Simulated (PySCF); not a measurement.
# [Eu(HCN)]2+: other functionals and bases at one geometry

The task here is to estimate one member of a computed series from the others.

Computed with PySCF 2.14.0. Level: several levels, as the steps say, no spin–orbit coupling.

1 further run of the same task is left out (for a known fault of the program).

## The starting structure

4 atoms, charge 2, spin multiplicity 1.

Bond lengths: Eu1–N2 2.515 Å, N2–C3 1.154 Å, C3–H4 1.094 Å. Angles: Eu1–N2–C3 180.0°, N2–C3–H4 180.0°.

As a file:

```xyz
4
charge 2, multiplicity 1
Eu    0.0000    0.0000   -0.3560
N     0.0000    0.0000    2.1586
C     0.0000    0.0000    3.3122
H     0.0000    0.0000    4.4065
```

Formal oxidation states: Eu +2. Each metal's 7 4f electrons lie in its core potential, so multiplicities, spins and levels count the valence alone. An earlier session relaxed this geometry at PBE0, Eu lcecp-0-SVP with ECP53, N def2-SVP, C def2-SVP, H def2-SVP (singlet, point group C∞v).

At PBE0 on the finer grid: E = -122.051466 Eh, frontier levels not given, since the 4f levels lie in the core, Mulliken charge on Eu1 +1.78 e, largest force component 0.002 eV/Å. 

Levels to run: PBE; revPBE; PBE0, TZVP. Hardware: 2 threads of Arm Neoverse V1, shared host.

The first run:

Contents of run.py (the lines that set the calculation):

```python
mol = gto.M(atom='''
Eu     0.00000     0.00000    -0.35596
N      0.00000     0.00000     2.15858
C      0.00000     0.00000     3.31221
H      0.00000     0.00000     4.40649''',
    basis={'Eu': 'lcecp-0-SVP', 'N': 'def2-SVP', 'C': 'def2-SVP', 'H': 'def2-SVP'},
    ecp={'Eu': 'lcecp-0-SVP'},
    charge=2, spin=0)
mf = dft.RKS(mol, xc='PBE')
mf.grids.atom_grid = (75, 302)  # f atoms: unpruned, at least (60, 302)
mf = mf.density_fit()  # fitting sets: Eu AutoAux, N def2-universal-JKFIT, C def2-universal-JKFIT, H def2-universal-JKFIT
mf.conv_tol = 1e-08; mf.max_cycle = 55
mf.kernel(dm0)  # dm0: the density of the relaxed state
```

Launch:

```sh
$ OMP_NUM_THREADS=2 python run.py
```

Among the steps run: PBE; revPBE; PBE0, TZVP.

One table of the session follows, with a row left open; its other results are not shown here.

```
              level  charge on Eu1 (e)  dipole (D)  largest force component (eV/Å)
PBE0 (relaxed here)               1.78        2.46                            0.00
                PBE               1.74        2.52                            1.51
             revPBE                  ?           ?                               ?
         PBE0, TZVP               1.85        2.55                            1.09
```

Estimate the missing values for revPBE.

As computed: charge on Eu1 (e): 1.75; dipole (D): 2.49; largest force component (eV/Å): 1.68. In the column «charge on Eu1 (e)» it lies between PBE (1.74) and PBE0 (relaxed here) (1.78).

The dipole of a charged species depends on the origin, so these sizes hold for this origin alone.

The largest leftover force, 1.68 eV/Å with revPBE, stands at a geometry relaxed at another level. With 4f in the core, its levels are missing from HOMO and gap, and its count is fixed, so no charge can pass from the ligands into it. Total energies of different levels can't be compared.
